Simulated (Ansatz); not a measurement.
Working through energies of removing a hydrogen of H4OSSi, SMILES O[SiH2]S

With the Python package of Ansatz (0.2.0).

The script reads `h4ossi.xyz`:
```text
7

O    -1.36880   -0.42720    0.15420
Si   -0.05670    0.54990    0.20150
S     1.42770   -0.54750   -0.83030
H    -1.56290   -0.71650   -0.74040
H    -0.30530    1.81670   -0.52710
H     0.35130    0.78940    1.60660
H     1.57590   -1.53290    0.08980
```

Run as a notebook:

In [1]:
```python
import ansatz as az
```

In [2]:
```python
SETTINGS = {
    "basis": "aug-cc-pVDZ",
    "method": "mp2",
}


def energy(molecule, charge=0, unpaired=0):
    calc = (
        molecule.calculation()
        .basis(gaussian=SETTINGS["basis"])
        .correlation(SETTINGS["method"])
    )
    if charge:
        calc = calc.charge(charge)
    if unpaired:
        calc = calc.spin("collinear", total=unpaired)
    return calc.run(threads=1).report["free_energy_ev"]

def without(molecule, index):
    rest = az.Crystal.molecule()
    for i, site in enumerate(molecule.cartesian_sites):
        if i != index:
            rest = rest.atom(site.symbol, site.position_ang)
    return rest
```

In [3]:
```python
h4ossi = az.Crystal.molecule_from_extxyz("h4ossi.xyz")

whole = energy(h4ossi, 0)
hydrogen = energy(az.Crystal.molecule().atom("H", (0, 0, 0)), 0, 1)
print(f"E(molecule) = {whole:.5f} eV, E(H) = {hydrogen:.5f} eV")
for index in [3, 5, 6]:
    radical = energy(without(h4ossi, index), 0, 1)
    print(f"H{index}: homolysis {(radical + hydrogen - whole):.3f} eV")
    anion = energy(without(h4ossi, index), -1)
    print(f"H{index}: loss of a proton {(anion - whole):.3f} eV")
```
```text
E(molecule) = -20794.64405 eV, E(H) = -13.58758 eV
H3: homolysis 5.428 eV
H3: loss of a proton 15.603 eV
H5: homolysis 3.930 eV
H5: loss of a proton 16.682 eV
H6: homolysis 3.829 eV
H6: loss of a proton 14.674 eV
```

Notes:
- Total energies depend on the basis set; only differences at equal settings carry meaning.
- The geometry is a force-field or estimated start, not a minimum of this method, and the basis set is short of its limit. All parts are taken at fixed geometry, without zero-point energy.
- Timing: 32 s on 1 thread of Arm Neoverse V1 (shared host), peak memory 0.3 GiB.

(Lines on the test bed's own set-up are left out of the output.)
